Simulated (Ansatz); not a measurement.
BF in Ansatz: convergence with k mesh

Crystal: BF.

```xyz
2
Lattice="-1.6211 1.6211 2.0258 1.6211 -1.6211 2.0258 1.6211 1.6211 -2.0258" Properties=species:S:1:pos:R:3 pbc="T T T"
B     0.0166    0.0254   -0.0384
F    -0.0339    0.0007    2.0708
```

The cell was built by a generator and needn't be a form met in nature.

The cell isn't the ideal one: atoms moved at random, drawn with an rms of 0.05 Å.

- Program: Ansatz 0.2.0
- Task: convergence study
- Functional: PBE
- Potentials or basis: JTH PAW
- Cutoff: 1500 eV (not typed: the program's choice for these potentials)
- k mesh: 3 × 3 × 4
- Occupations: methfessel-paxton, width 0.05 eV
- Spin: no spin polarisation

These are the settings of the first run; the series varies k mesh, with any setting tied to it.

Hardware: 2 threads of Arm Neoverse V1, with other jobs on the host.

Problem. The values tried are 3 × 3 × 4, 4 × 4 × 4, 5 × 5 × 5, 6 × 6 × 7, 8 × 8 × 8, 9 × 9 × 10, 12 × 12 × 13, 14 × 14 × 16, 17 × 17 × 19, loosest first. From which on does the energy stay within 1 meV/atom of the tightest run that finished?

Solution. From 12 × 12 × 13 on.

| k mesh | energy less the tightest run, at zero smearing (meV/atom) | pressure (GPa) | largest force (eV/Å) | gap on the mesh (eV) | SCF cycles | CPU time (s) | peak memory (GiB) |
| --- | --- | --- | --- | --- | --- | --- | --- |
| 3 × 3 × 4 | -39.59 | 12.39 | 0.582 | 1.789 | 6 | 2.3 | 0.31 |
| 4 × 4 × 4 | -5.45 | 10.14 | 0.629 | 0.572 | 6 | 3.7 | 0.35 |
| 5 × 5 × 5 | -0.42 | 13.71 | 0.661 | 1.129 | 6 | 6.4 | 0.4 |
| 6 × 6 × 7 | -2.05 | 12.62 | 0.662 | 0.582 | 6 | 13 | 0.51 |
| 8 × 8 × 8 | -1.87 | 12.65 | 0.664 | 0.587 | 6 | 26 | 0.71 |
| 9 × 9 × 10 | 1.21 | 12.84 | 0.667 | 0.061 | 6 | 39 | 0.94 |
| 12 × 12 × 13 | -0.04 | 12.83 | 0.667 | 0.155 | 6 | 87 | 1.8 |
| 14 × 14 × 16 | 0.20 | 12.89 | 0.668 | 0.118 | 6 | 150 | 2.8 |
| 17 × 17 × 19 | 0.00 | 12.83 | 0.667 | 0.175 | 6 | 250 | 4.6 |

Against the tightest run, the pressure stays within 0.1 GPa from 9 × 9 × 10 on; the largest force stays within 0.005 eV/Å from 8 × 8 × 8 on. Not settled before the last step: the gap on the mesh (to 0.01 eV). Meshes of other sizes hit other points, so gaps and Fermi surfaces needn't settle smoothly. The tightest run that finished is the yardstick and may itself not be fully converged.

Caveat, for the tightest run too: odd divisions of the mesh miss points on the zone boundary, where band edges often lie, so the gap on the mesh can be too wide.
